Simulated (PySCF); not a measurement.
# BiO3 (Bi(O)3-): the cost of one run

Program: PySCF 2.14.0. Level of theory: PBE0, Bi def2-SVP with ECP60, O def2-SVP; scalar-relativistic core potentials, no spin–orbit coupling. These are calculated values, not measurements.

2 further runs of the same task are left out: 2 for a known fault of the program.

### Step 1. The starting structure

4 atoms, charge -1, spin multiplicity 1.

Bond lengths: Bi1–O2 1.962 Å, Bi1–O3 1.962 Å, Bi1–O4 1.962 Å. Angles: O2–Bi1–O3 120.0°, O2–Bi1–O4 120.0°, O3–Bi1–O4 120.0°.

As a file:

```xyz
4
charge -1, multiplicity 1
Bi    0.0000    0.0000    0.0000
O     1.9622    0.0000    0.0000
O    -0.9811    1.6993    0.0000
O    -0.9811   -1.6993    0.0000
```

Formal oxidation states: Bi +5. An earlier session relaxed this geometry at PBE0, Bi def2-SVP with ECP60, O def2-SVP (singlet, point group D3h).

Its energy there is -439.755053 Eh.

### Step 2. Multiplicity 3 at the relaxed geometry

run.py (the lines that set the calculation)

```python
mol = gto.M(atom='''
Bi     0.00000     0.00000     0.00000
O      1.96217    -0.00001     0.00000
O     -0.98107     1.69929     0.00000
O     -0.98110    -1.69928     0.00000''',
    basis={'Bi': 'def2-SVP', 'O': 'def2-SVP'},
    ecp={'Bi': 'def2-SVP'},
    charge=-1, spin=2)
mf = dft.UKS(mol, xc='PBE0')
mf.grids.atom_grid = (50, 194)
mf = mf.density_fit()  # fitting sets: Bi def2-universal-JKFIT, O def2-universal-JKFIT
mf.conv_tol = 1e-08; mf.max_cycle = 55
mf.kernel(dm0)  # dm0: free metal ions and neutral atoms
```

The run is started by

```sh
$ OMP_NUM_THREADS=2 python run.py
```

**Question.** How long does this run take on 2 threads of Intel Xeon Platinum 8259CL at 2.50GHz (Skylake/Cascade Lake), shared host?

About 2.2 s.
